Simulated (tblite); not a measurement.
# C4H10SeSi2: the cost of one run

The runs use tblite 0.8.0 and PySCF 2.14.0, with density-fitted response routines of our own; the level of theory stands in each step. All values are computed, except where a source is named. Atoms are numbered from 0 throughout.

### 1 Starting geometry

17 atoms, charge 0, multiplicity 1; geometry from: force field or distance geometry start.

Bonds of the start (Å): C0–C1 1.20, C1–Si2 1.82, Si2–Se3 2.26, Si2–C4 1.86, C4–C5 1.52, C5–Si6 1.88, C0–H7 1.07, Si2–H8 1.47, Se3–H9 1.54, C4–H10 1.10, C4–H11 1.11, C5–H12 1.09, C5–H13 1.11, Si6–H14 1.46, Si6–H15 1.49, Si6–H16 1.46.

### 2 Geometry optimisation with GFN2-xTB

Job settings and geometry (Å):

```
{"job": {"kind": "relax", "xc": "GFN2-xTB", "basis": "xTB"}, "charge": 0, "multiplicity": 1}
C     -1.823400     2.633600     0.322700
C     -1.783300     1.447000     0.132000
Si    -1.659100    -0.355600    -0.121000
Se    -2.841300    -1.442600     1.462100
C      0.145500    -0.785900    -0.087600
C      0.975300     0.329500     0.531900
Si     2.751300    -0.269200     0.474600
H     -1.861900     3.686100     0.495000
H     -2.158600    -0.747700    -1.442500
H     -3.893900    -2.338500     0.786900
H      0.363500    -1.741800     0.401200
H      0.485900    -0.854400    -1.146300
H      0.862900     1.221900    -0.084900
H      0.688000     0.511700     1.584200
H      2.747600    -1.694600     0.155500
H      3.476600     0.005800     1.748200
H      3.517900     0.406600    -0.572500
```

Started as:

```sh
$ OMP_NUM_THREADS=1 python probes_run.py task.json out
```

One launch serves the whole session: the jobs run in the order shown.

Q: Estimate the wall time and peak memory of this first job on 1 thread of Arm Neoverse N1, shared host.

About 2.2 s, with a peak of 0.18 GiB.
